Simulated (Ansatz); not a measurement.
Born–Oppenheimer molecular dynamics of a periodic cell of 28 atoms, Cs3LaO3 (host Cs3LaO3, host structure P2_1/c). It starts from an unrelaxed structure (largest force component 0.46 eV/Å).

Theory: DFT PBEsol, scalar-relativistic, plane waves, PAW (Ansatz 0.2.0). Settings: accuracy low, cutoff 420 eV, k mesh 1x1x1, fermi-dirac smearing 0.05 eV, no spin polarisation.

```json
{
 "ensemble": "NVT, Nosé–Hoover chain",
 "time step": "1 fs",
 "steps asked": "350",
 "set temperature": "1200 K",
 "thermostat": "time constant 100 fs, chain length 5",
 "seed": "116390"
}
```

Frames 10 fs apart, positions in Å, forces in eV/Å.

Velocities at 40.0 fs (Å/ps):

```
Cs -0.93 3.05 -0.31
Cs -1.28 0.18 4.98
Cs 3.86 1.30 0.00
Cs 1.33 -2.75 2.03
Cs 2.09 3.23 5.07
Cs -3.51 -4.16 -0.62
Cs 1.27 0.88 0.21
Cs 0.65 -1.61 -0.03
Cs 1.38 2.94 0.00
Cs 4.12 1.67 -7.70
Cs 2.44 0.67 -4.17
Cs -2.88 -1.21 1.02
La -2.30 -1.18 2.66
La -1.74 -1.90 -0.61
La -2.38 1.15 -0.46
La -0.07 0.61 -1.74
O 2.67 9.65 8.21
O -4.19 0.84 -7.66
O 1.66 4.26 -0.33
O 2.96 -3.88 2.68
O -8.55 -1.41 -0.04
O -2.03 -11.32 0.34
O -2.47 -5.85 -2.56
O -5.12 2.85 -4.47
O 6.44 4.62 5.76
O -7.27 -10.37 -0.59
O -5.53 0.32 3.56
O 6.74 -12.93 -7.49
```

```xyz
28
Lattice="8.8126 0.0000 0.0000 0.0000 7.9846 0.0000 -1.0251 0.0000 12.6868" Properties=species:S:1:pos:R:3:forces:R:3 time_fs=40.0 energy_less_start_eV=1.210 T=871
Cs 5.106 6.839 7.277 0.28 -0.29 0.19
Cs -0.233 0.976 8.526 0.38 -0.36 -0.10
Cs 4.918 2.597 8.800 -0.52 0.45 0.29
Cs 2.593 6.461 10.295 -0.05 -0.20 -0.04
Cs 7.531 5.066 10.905 -0.19 0.20 -0.09
Cs 1.971 2.530 11.711 0.20 0.36 -0.12
Cs 5.715 5.322 0.977 0.16 -0.32 -0.31
Cs 0.366 2.972 1.981 0.16 -0.02 0.05
Cs 5.313 1.544 2.487 -0.12 -0.19 -0.42
Cs 3.223 5.489 3.557 -0.30 -0.07 0.29
Cs 8.057 7.057 4.188 -0.16 0.01 0.20
Cs 2.529 1.225 5.439 -0.25 0.14 -0.24
La 0.779 4.722 7.361 0.43 -0.16 -0.54
La 6.306 0.634 11.715 0.42 0.95 1.22
La 1.324 7.302 0.952 -0.33 0.15 -1.33
La 6.837 3.215 5.352 1.42 0.58 0.71
O 1.701 6.717 7.309 -0.25 0.33 -0.17
O 7.236 4.692 7.358 -0.17 -0.64 -0.16
O 2.152 3.735 8.939 -0.35 -0.19 -0.26
O 5.466 7.222 10.396 -0.74 -0.48 -0.97
O -0.255 0.153 11.410 0.70 0.30 0.40
O 5.338 2.733 12.318 0.20 -0.10 -0.28
O 1.971 5.277 0.322 0.00 -0.11 0.51
O 7.780 7.623 1.019 0.18 -0.39 0.70
O 2.623 0.511 2.371 -0.49 -0.30 0.00
O 5.470 4.059 3.879 0.15 0.24 -0.15
O 0.492 3.563 5.165 -0.48 0.12 0.29
O 6.576 1.035 5.393 -0.30 0.01 0.32
28
Lattice="8.8126 0.0000 0.0000 0.0000 7.9846 0.0000 -1.0251 0.0000 12.6868" Properties=species:S:1:pos:R:3:forces:R:3 time_fs=50.0 energy_less_start_eV=1.628 T=765
Cs 5.098 6.869 7.274 0.27 -0.30 0.14
Cs -0.244 0.977 8.576 0.43 -0.45 -0.24
Cs 4.955 2.612 8.801 -0.55 0.47 0.29
Cs 2.606 6.433 10.315 0.00 -0.16 -0.13
Cs 7.551 5.099 10.956 -0.22 0.16 -0.18
Cs 1.937 2.490 11.705 0.25 0.40 -0.10
Cs 5.728 5.329 0.977 0.20 -0.33 -0.37
Cs 0.373 2.955 1.981 0.17 -0.01 0.07
Cs 5.327 1.573 2.486 -0.13 -0.40 -0.47
Cs 3.263 5.505 3.481 -0.37 -0.05 0.38
Cs 8.081 7.064 4.147 -0.12 0.00 0.26
Cs 2.499 1.213 5.448 -0.22 0.10 -0.21
La 0.757 4.711 7.385 0.58 0.64 -0.66
La 6.290 0.619 11.713 -0.06 0.92 0.84
La 1.300 7.314 0.943 -0.07 -0.02 -1.07
La 6.841 3.222 5.337 1.20 -0.18 0.67
O 1.717 6.815 7.386 -0.58 -0.39 -0.15
O 7.190 4.680 7.277 0.02 -0.70 0.01
O 2.157 3.772 8.928 -0.48 -0.24 -0.28
O 5.472 7.166 10.392 -0.72 -0.53 -0.91
O -0.312 0.146 11.423 1.29 0.16 0.54
O 5.321 2.622 12.313 0.03 0.36 -0.22
O 1.944 5.222 0.314 -0.18 0.45 0.67
O 7.740 7.636 1.000 0.61 -0.66 0.98
O 2.667 0.544 2.423 -1.02 -0.64 -0.51
O 5.403 3.964 3.869 0.30 0.48 -0.04
O 0.423 3.570 5.209 -0.33 0.17 0.28
O 6.635 0.914 5.329 -0.29 0.77 0.42
28
Lattice="8.8126 0.0000 0.0000 0.0000 7.9846 0.0000 -1.0251 0.0000 12.6868" Properties=species:S:1:pos:R:3:forces:R:3 time_fs=60.0 energy_less_start_eV=1.803 T=734
Cs 5.092 6.897 7.273 0.26 -0.32 0.11
Cs -0.253 0.974 8.624 0.48 -0.50 -0.38
Cs 4.988 2.630 8.805 -0.55 0.48 0.22
Cs 2.620 6.403 10.335 0.00 -0.12 -0.20
Cs 7.570 5.134 11.006 -0.24 0.08 -0.26
Cs 1.904 2.452 11.697 0.27 0.42 -0.08
Cs 5.743 5.335 0.976 0.24 -0.31 -0.38
Cs 0.382 2.939 1.982 0.21 0.01 0.11
Cs 5.339 1.599 2.481 -0.20 -0.60 -0.46
Cs 3.301 5.522 3.407 -0.46 -0.02 0.46
Cs 8.104 7.070 4.107 -0.07 -0.05 0.28
Cs 2.468 1.202 5.456 -0.20 0.07 -0.19
La 0.740 4.704 7.406 0.40 1.04 -0.81
La 6.273 0.609 11.716 -0.27 -0.04 0.46
La 1.274 7.326 0.927 0.20 -0.22 -0.57
La 6.853 3.228 5.326 0.79 -0.55 0.59
O 1.698 6.893 7.456 -0.67 -0.65 -0.12
O 7.145 4.626 7.198 0.06 -0.56 0.41
O 2.133 3.794 8.900 -0.45 -0.35 -0.16
O 5.437 7.081 10.336 -0.21 0.17 -0.19
O -0.297 0.150 11.468 0.99 0.27 0.41
O 5.307 2.530 12.295 0.00 0.51 -0.24
O 1.906 5.191 0.345 -0.19 0.49 0.61
O 7.733 7.611 1.036 0.49 -0.48 0.49
O 2.651 0.540 2.446 -1.07 -0.61 -0.63
O 5.353 3.898 3.857 0.33 0.70 -0.06
O 0.335 3.588 5.270 0.20 0.16 0.11
O 6.677 0.837 5.289 -0.33 1.00 0.48
28
Lattice="8.8126 0.0000 0.0000 0.0000 7.9846 0.0000 -1.0251 0.0000 12.6868" Properties=species:S:1:pos:R:3:forces:R:3 time_fs=70.0 energy_less_start_eV=1.894 T=733
Cs 5.087 6.922 7.272 0.27 -0.36 0.05
Cs -0.258 0.967 8.670 0.52 -0.52 -0.51
Cs 5.018 2.652 8.809 -0.53 0.51 0.11
Cs 2.633 6.372 10.353 -0.06 -0.10 -0.25
Cs 7.588 5.169 11.054 -0.21 -0.01 -0.31
Cs 1.872 2.416 11.689 0.28 0.43 -0.06
Cs 5.760 5.338 0.971 0.28 -0.30 -0.35
Cs 0.392 2.922 1.983 0.25 0.03 0.14
Cs 5.351 1.621 2.472 -0.30 -0.70 -0.38
Cs 3.336 5.538 3.335 -0.58 0.02 0.52
Cs 8.128 7.077 4.069 -0.06 -0.08 0.36
Cs 2.434 1.191 5.463 -0.21 0.06 -0.17
La 0.725 4.703 7.421 0.02 1.24 -0.94
La 6.254 0.599 11.723 -0.10 -0.85 0.38
La 1.250 7.336 0.906 0.58 -0.49 0.26
La 6.871 3.231 5.320 0.15 -0.86 0.34
O 1.640 6.933 7.519 -0.60 -0.64 -0.09
O 7.102 4.538 7.144 -0.03 -0.22 1.02
O 2.083 3.794 8.863 -0.23 -0.51 0.12
O 5.388 7.004 10.268 0.26 0.79 0.45
O -0.224 0.172 11.537 0.15 0.59 -0.20
O 5.293 2.465 12.262 0.06 0.42 -0.28
O 1.857 5.187 0.413 -0.07 0.10 0.38
O 7.753 7.558 1.101 -0.07 -0.09 -0.26
O 2.571 0.501 2.433 -0.74 -0.26 -0.40
O 5.322 3.872 3.839 0.32 0.77 -0.19
O 0.259 3.615 5.338 1.01 0.11 -0.20
O 6.699 0.817 5.277 -0.34 0.90 0.46
28
Lattice="8.8126 0.0000 0.0000 0.0000 7.9846 0.0000 -1.0251 0.0000 12.6868" Properties=species:S:1:pos:R:3:forces:R:3 time_fs=80.0 energy_less_start_eV=1.989 T=738
Cs 5.084 6.946 7.272 0.30 -0.37 0.02
Cs -0.259 0.957 8.713 0.50 -0.47 -0.58
Cs 5.044 2.678 8.815 -0.48 0.50 0.04
Cs 2.647 6.339 10.370 -0.14 -0.11 -0.29
Cs 7.604 5.206 11.102 -0.17 -0.10 -0.35
Cs 1.842 2.383 11.680 0.32 0.45 -0.07
Cs 5.779 5.339 0.964 0.33 -0.31 -0.33
Cs 0.404 2.905 1.985 0.27 0.07 0.16
Cs 5.360 1.638 2.461 -0.36 -0.65 -0.26
Cs 3.368 5.556 3.265 -0.74 0.05 0.59
Cs 8.151 7.083 4.033 -0.11 -0.06 0.47
Cs 2.398 1.181 5.468 -0.24 0.08 -0.12
La 0.709 4.712 7.429 -0.38 1.24 -0.89
La 6.234 0.583 11.733 0.11 -1.11 0.31
La 1.229 7.343 0.887 0.74 -0.87 0.85
La 6.890 3.227 5.315 -0.27 -0.92 0.04
O 1.544 6.936 7.578 -0.41 -0.47 -0.06
O 7.056 4.435 7.148 -0.13 0.04 1.35
O 2.018 3.764 8.832 0.06 -0.60 0.42
O 5.353 6.973 10.223 0.49 1.04 0.73
O -0.139 0.230 11.593 -0.54 0.85 -0.98
O 5.283 2.426 12.212 0.09 0.35 -0.25
O 1.802 5.189 0.505 0.09 -0.41 0.13
O 7.770 7.497 1.154 -0.67 0.20 -0.68
O 2.447 0.446 2.397 -0.17 0.29 0.17
O 5.311 3.891 3.811 0.43 0.60 -0.26
O 0.242 3.649 5.395 1.38 0.02 -0.51
O 6.702 0.852 5.293 -0.31 0.68 0.34
28
Lattice="8.8126 0.0000 0.0000 0.0000 7.9846 0.0000 -1.0251 0.0000 12.6868" Properties=species:S:1:pos:R:3:forces:R:3 time_fs=90.0 energy_less_start_eV=1.770 T=840
Cs 5.084 6.967 7.272 0.35 -0.37 0.05
Cs -0.257 0.943 8.754 0.41 -0.31 -0.60
Cs 5.068 2.709 8.821 -0.43 0.43 0.05
Cs 2.659 6.305 10.385 -0.17 -0.12 -0.32
Cs 7.619 5.242 11.148 -0.15 -0.21 -0.43
Cs 1.814 2.353 11.671 0.44 0.56 -0.13
Cs 5.802 5.337 0.954 0.38 -0.37 -0.33
Cs 0.418 2.889 1.988 0.25 0.14 0.15
Cs 5.367 1.651 2.447 -0.36 -0.53 -0.19
Cs 3.394 5.573 3.198 -0.88 0.05 0.68
Cs 8.174 7.089 3.999 -0.18 -0.03 0.55
Cs 2.360 1.171 5.473 -0.28 0.16 -0.04
La 0.691 4.729 7.432 -0.55 0.82 -0.50
La 6.215 0.559 11.745 0.24 -0.91 0.12
La 1.212 7.345 0.873 0.38 -1.12 0.38
La 6.909 3.218 5.311 -0.12 -0.46 0.14
O 1.421 6.911 7.635 -0.10 -0.20 -0.07
O 7.002 4.330 7.231 -0.03 -0.02 0.88
O 1.954 3.697 8.826 0.15 -0.45 0.48
O 5.345 7.002 10.221 0.43 0.93 0.68
O -0.083 0.338 11.595 -0.82 0.56 -0.86
O 5.277 2.407 12.145 0.04 0.39 -0.11
O 1.752 5.167 0.608 0.17 -0.52 0.00
O 7.749 7.447 1.168 -0.74 0.28 -0.66
O 2.308 0.407 2.371 0.34 0.74 0.81
O 5.327 3.947 3.766 0.67 0.29 -0.18
O 0.303 3.685 5.423 0.83 -0.13 -0.71
O 6.685 0.928 5.330 -0.26 0.39 0.16
28
Lattice="8.8126 0.0000 0.0000 0.0000 7.9846 0.0000 -1.0251 0.0000 12.6868" Properties=species:S:1:pos:R:3:forces:R:3 time_fs=100.0 energy_less_start_eV=1.559 T=950
Cs 5.086 6.987 7.272 0.40 -0.34 0.12
Cs -0.252 0.926 8.790 0.24 -0.04 -0.63
Cs 5.089 2.743 8.828 -0.46 0.27 0.16
Cs 2.671 6.269 10.398 -0.14 -0.14 -0.34
Cs 7.634 5.278 11.191 -0.17 -0.38 -0.56
Cs 1.788 2.326 11.660 0.67 0.79 -0.20
Cs 5.827 5.333 0.942 0.37 -0.50 -0.36
Cs 0.435 2.872 1.993 0.17 0.21 0.15
Cs 5.371 1.661 2.432 -0.35 -0.37 -0.18
Cs 3.416 5.592 3.135 -0.91 0.02 0.78
Cs 8.196 7.095 3.968 -0.25 -0.03 0.55
Cs 2.318 1.161 5.478 -0.30 0.28 0.03
La 0.668 4.752 7.432 -0.48 -0.15 0.02
La 6.196 0.528 11.759 0.33 -0.11 -0.03
La 1.198 7.338 0.861 0.01 -0.88 -0.26
La 6.926 3.205 5.308 0.20 0.35 0.50
O 1.289 6.873 7.689 0.26 0.11 -0.09
O 6.947 4.222 7.369 0.30 -0.02 -0.03
O 1.897 3.603 8.847 -0.04 0.00 0.25
O 5.362 7.087 10.258 0.09 0.39 0.21
O -0.075 0.480 11.550 -0.88 -0.33 0.12
O 5.273 2.412 12.071 0.00 0.44 0.07
O 1.709 5.116 0.714 0.12 -0.03 -0.08
O 7.686 7.411 1.145 -0.11 0.17 -0.30
O 2.184 0.409 2.391 0.31 0.63 0.84
O 5.384 4.022 3.710 0.84 -0.01 -0.06
O 0.415 3.715 5.410 0.01 -0.22 -0.67
O 6.653 1.030 5.378 -0.23 -0.10 -0.03
28
Lattice="8.8126 0.0000 0.0000 0.0000 7.9846 0.0000 -1.0251 0.0000 12.6868" Properties=species:S:1:pos:R:3:forces:R:3 time_fs=110.0 energy_less_start_eV=1.988 T=877
Cs 5.091 7.004 7.273 0.43 -0.27 0.15
Cs -0.244 0.909 8.824 0.05 0.29 -0.70
Cs 5.107 2.780 8.836 -0.64 -0.03 0.38
Cs 2.682 6.231 10.409 -0.09 -0.17 -0.35
Cs 7.648 5.312 11.232 -0.22 -0.61 -0.73
Cs 1.766 2.304 11.647 0.93 0.99 -0.25
Cs 5.856 5.325 0.926 0.31 -0.68 -0.36
Cs 0.453 2.857 1.999 0.01 0.24 0.21
Cs 5.373 1.668 2.415 -0.33 -0.21 -0.19
Cs 3.431 5.611 3.075 -0.81 -0.06 0.89
Cs 8.217 7.100 3.941 -0.29 -0.09 0.49
Cs 2.273 1.154 5.483 -0.28 0.42 0.06
La 0.642 4.774 7.431 -0.35 -1.31 0.22
La 6.180 0.496 11.773 0.44 1.37 0.15
La 1.183 7.326 0.847 -0.03 -0.31 0.00
La 6.946 3.194 5.309 0.46 1.21 0.66
O 1.169 6.841 7.739 0.55 0.34 -0.07
O 6.908 4.111 7.509 0.75 0.30 -0.78
O 1.835 3.506 8.885 -0.28 0.51 -0.02
O 5.384 7.196 10.306 -0.50 -0.58 -0.74
O -0.120 0.606 11.510 -0.80 -1.18 0.96
O 5.270 2.444 11.998 0.01 0.37 0.23
O 1.673 5.063 0.818 0.05 0.66 -0.26
O 7.614 7.384 1.103 0.69 -0.04 0.28
O 2.073 0.447 2.459 -0.05 -0.01 0.20
O 5.492 4.099 3.648 0.78 -0.18 0.03
O 0.534 3.733 5.357 -0.50 -0.16 -0.32
O 6.605 1.127 5.425 -0.29 -0.83 -0.16
```

Of the whole run (350 fs, mean temperature of the second half 1020 K): The conserved energy stayed within 0.049 meV per atom of its start (net change 0.019 meV per atom), so the integration is sound. The mean temperature of the second half is 15 % below the set value. A run of 0.35 ps of so small a system gives no equilibrium averages. Limits of this set-up: coarse k mesh, low accuracy level.

The run took 16 min on 2 threads of Arm Neoverse V2, with other jobs on the host, peak memory 0.91 GiB.
